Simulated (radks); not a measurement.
# The first electron to leave Pm¹¹⁺

Pm¹¹⁺ stands in [Kr] 4d10 4f(5/2: 1, 7/2: 0) 5s2 5p(1/2: 1, 3/2: 0). From which sub-shell is an electron easiest to take? Each removal is a run of its own. The parent's configuration is the lowest that an earlier search found at this level.

The numbers are computed with radks (a radial shooting solver on a logarithmic mesh, Libxc functionals) version 1 (Dirac Kohn-Sham, PBE, spin-unpolarised, spherical densities, finite nucleus), except any that are marked as measured or tabulated.

5 further runs of the same task are left out: 1 that didn't finish, 4 set aside as unsound or not needed.

## (1) What is computed

- element: promethium (Z = 61)
- charge: +11
- electrons: 50
- configuration: [Kr] 4d10 4f(5/2: 1, 7/2: 0) 5s2 5p(1/2: 1, 3/2: 0)
- nuclear rms radius: 4.962 fm

A shell typed twice in an input gives the lower j, then the higher j.

## (2) The parent, Pm¹¹⁺

From an earlier run at this level the parent has E = -9993.416560 hartree and these outer levels (eV):

| level | occupation | energy (eV) |
| --- | --- | --- |
| 4p3/2 | 4 | -425.91 |
| 4d3/2 | 4 | -320.08 |
| 4d5/2 | 6 | -315.30 |
| 5s1/2 | 2 | -203.05 |
| 4f5/2 | 1 | -189.99 |
| 4f7/2 | 0 | -189.22 |
| 5p1/2 | 1 | -180.71 |
| 5p3/2 | 0 | -174.41 |

## (3) Remove 5p1/2: [Kr] 4d10 4f(5/2: 1, 7/2: 0) 5s2

The run's settings:

```text
Z 61
configuration [Kr] 4d10 4f1 4f0 5s2
relativity Dirac
functional pbe,pbe
spin unpolarised
j_filling energy
nucleus finite rms 4.962 fm
c 137.035999084
```

## (4) Remove 4f5/2: [Kr] 4d10 5s2 5p(1/2: 1, 3/2: 0)

Input: that of step 3 with these lines changed.

```diff
@@ -1,3 +1,3 @@
 Z 61
-configuration [Kr] 4d10 4f1 4f0 5s2
+configuration [Kr] 4d10 5s2 5p1 5p0
 relativity Dirac
```

## (5) Remove 5s1/2: [Kr] 4d10 4f(5/2: 1, 7/2: 0) 5s1 5p(1/2: 1, 3/2: 0)

Input: that of step 4 with these lines changed.

```diff
@@ -1,3 +1,3 @@
 Z 61
-configuration [Kr] 4d10 5s2 5p1 5p0
+configuration [Kr] 4d10 4f1 4f0 5s1 5p1 5p0
 relativity Dirac
```

## (6) Remove 4d5/2: [Kr] 4d(3/2: 4, 5/2: 5) 4f(5/2: 1, 7/2: 0) 5s2 5p(1/2: 1, 3/2: 0)

The run's settings:

```text
Z 61
configuration [Kr] 4d4 4d5 4f1 4f0 5s2 5p1 5p0
relativity Dirac
functional pbe,pbe
spin unpolarised
j_filling energy
nucleus finite rms 4.962 fm
c 137.035999084
```

Before running it: what results should come out? Wanted: for each run, case; final configuration; Δ-SCF; −ε of the level emptied.

**Answer**, as computed:

| case | final configuration | Δ-SCF (eV) | −ε of the level emptied (eV) |
| --- | --- | --- | --- |
| remove 5p1/2 | [Kr] 4d10 4f(5/2: 1, 7/2: 0) 5s2 | 189.37 | 180.71 |
| remove 4f5/2 | [Kr] 4d10 5s2 5p(1/2: 1, 3/2: 0) | 204.52 | 189.99 |
| remove 5s1/2 | [Kr] 4d10 4f(5/2: 1, 7/2: 0) 5s1 5p(1/2: 1, 3/2: 0) | 212.18 | 203.05 |
| remove 4d5/2 | [Kr] 4d(3/2: 4, 5/2: 5) 4f(5/2: 1, 7/2: 0) 5s2 5p(1/2: 1, 3/2: 0) | 330.77 | 315.30 |

In words: The 5p1/2 electron leaves first, at 189.37 eV; the next cheapest, 4f5/2, costs 204.52 eV. 5p1/2 is also the highest occupied level of the parent. NIST lists 202 eV (theoretical); its ground configuration differs from the one found lowest here for the parent. Spin polarisation and multiplet splitting are left out, so open shells lie too high by an amount that depends on their filling.
